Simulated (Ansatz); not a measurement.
**C2H8BGaOSi: small, medium and large basis sets**

The task here is to estimate one member of a computed series from the others.

Program: Ansatz 0.2.0, Gaussian basis. Level of theory: one geometry, several basis sets. These are calculated values, not measurements.

The runs, in order: PBE0-D4/def2-SVP; ωB97M-V/def2-SVP; PBE0-D4/def2-QZVPP; ωB97M-V/def2-QZVPP; the functionals' def2-TZVPP values are taken from earlier runs.

## Structure used throughout

An earlier PBE0-D4 in a triple-zeta def2 set relaxation fixed the geometry.

SMILES `B/C=C\O[SiH2][GaH2]`, 14 atoms, charge 0, spin multiplicity 1.

Atoms are counted from 1 here; the program's logs count them from 0.

Bond lengths: B1–C2 1.520 Å, B1–H7 1.198 Å, B1–H8 1.196 Å, C2–C3 1.348 Å, C2–H9 1.087 Å, C3–O4 1.331 Å, C3–H10 1.094 Å, O4–Si5 1.675 Å, Si5–Ga6 2.424 Å, Si5–H11 1.491 Å, Si5–H12 1.485 Å, Ga6–H13 1.571 Å, Ga6–H14 1.571 Å. Angles: C2–B1–H7 120.1°, C2–B1–H8 120.9°, H7–B1–H8 119.0°, B1–C2–C3 124.7°, B1–C2–H9 121.6°, C3–C2–H9 113.7°, C2–C3–O4 124.2°, C2–C3–H10 121.1°, O4–C3–H10 114.7°, C3–O4–Si5 127.2°, O4–Si5–Ga6 114.3°, O4–Si5–H11 108.1°, O4–Si5–H12 104.4°, Ga6–Si5–H11 110.3°, Ga6–Si5–H12 111.6°, H11–Si5–H12 107.8°, Si5–Ga6–H13 118.1°, Si5–Ga6–H14 123.0° and more.

Set-up of the first run:

in.yaml

```yaml
crystal:
  periodic: [false, false, false]
  atoms:
    - {symbol: B, position_ang: [-2.918347, 0.856696, -0.506298]}
    - {symbol: C, position_ang: [-1.763649, 1.117993, 0.446487]}
    - {symbol: C, position_ang: [-0.568342, 0.497992, 0.392301]}
    - {symbol: O, position_ang: [-0.239158, -0.412269, -0.520685]}
    - {symbol: Si, position_ang: [1.128774, -1.379218, -0.538870]}
    - {symbol: Ga, position_ang: [3.092495, -0.346518, 0.436358]}
    - {symbol: H, position_ang: [-3.945985, 1.460124, -0.384449]}
    - {symbol: H, position_ang: [-2.820215, 0.050040, -1.383891]}
    - {symbol: H, position_ang: [-1.842928, 1.844071, 1.251035]}
    - {symbol: H, position_ang: [0.221842, 0.729799, 1.112518]}
    - {symbol: H, position_ang: [0.806044, -2.650342, 0.170718]}
    - {symbol: H, position_ang: [1.334852, -1.700689, -1.973868]}
    - {symbol: H, position_ang: [4.459164, -1.113913, 0.336552]}
    - {symbol: H, position_ang: [3.055454, 1.046234, 1.162072]}
basis:
  gaussian: {orbitals: def2-SVP}
hamiltonian: {xc: pbe0, dispersion: d4}
output: {orbitals: {seedname: orbitals}}
```

Run with:

```sh
$ ansatz run in.yaml --threads 2 --pin off --events-out ev --progress --plain --max-ram 22528MiB --backend cpu
```

Among the steps run: PBE0-D4 in def2-SVP; ωB97M-V in def2-SVP; PBE0-D4 in def2-QZVPP; ωB97M-V in def2-QZVPP.

One of the session's tables, all rows but one given; the rest of the session is left out.

It belongs to the step «Functionals by basis». 

```
functional       basis  HOMO (eV)  LUMO (eV)
   PBE0-D4    def2-SVP      -7.22      -2.54
   PBE0-D4  def2-TZVPP      -7.29      -2.54
   PBE0-D4  def2-QZVPP          ?          ?
   ωB97M-V    def2-SVP      -9.33      -0.78
   ωB97M-V  def2-TZVPP      -9.42      -0.80
   ωB97M-V  def2-QZVPP      -9.43      -0.88
```

Estimate the missing values for PBE0-D4, def2-QZVPP.

As computed: HOMO (eV): -7.30; LUMO (eV): -2.55. In the column «HOMO (eV)» it lies between ωB97M-V, def2-SVP (-9.33) and PBE0-D4, def2-TZVPP (-7.29).
